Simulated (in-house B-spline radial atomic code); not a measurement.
# Ca¹⁰⁺: ionisation energy by several methods

An exercise on one series of results from a longer session: the logs are not shown, and one member is left open.

Program: in-house B-spline radial atomic code version 1. Level of theory: non-relativistic, several functionals, spin-polarised, exact exchange averaged over the configuration; spherical all-electron atom at the radial basis limit. These are calculated values, not measurements, unless marked.

## Starting point

| Item | Value |
| --- | --- |
| element | calcium (Z = 20) |
| charge | +10 |
| electrons | 10 |
| configuration | [He] 2s2 2p6 |
| nucleus | point |

Outer shells as boxes (Hund's rule):

[He] 2s2 2p6
```
[He] core
2s [↑↓]
2p [↑↓][↑↓][↑↓]
```

Where spins are not typed, each open shell is filled with up spins first.

Set-up of the first run:

Settings, as recorded:

```ini
Z = 20
electrons = 10.0
configuration = [He] 2s2 2p6
hamiltonian = nr
method = wb97x
spin_polarised = True
exact_exchange = averaged over the configuration
```

Command:

```
python run_scf.py task.json out
```

The settings of every run stand in task.json; they run in order.

Steps of the session up to this table: ωB97X, a range-separated hybrid; BHandHLYP, a global hybrid; B3LYP, a global hybrid; r2SCAN0, a global hybrid; LC-ωPBE, a range-separated hybrid; M06-2X, a global hybrid.

One table of the session follows, with a row left open; its other results are not shown here.

```
   method  ΔSCF (eV)
BHandHLYP          ?
    B3LYP     592.21
  r2SCAN0     594.04
   M06-2X     590.99
    ωB97X     591.87
  LC-ωPBE     591.79
```

Estimate the missing values for BHandHLYP.

The run gave: ΔSCF (eV): 591.99. In the column «ΔSCF (eV)» it lies between ωB97X (591.87) and B3LYP (592.21).
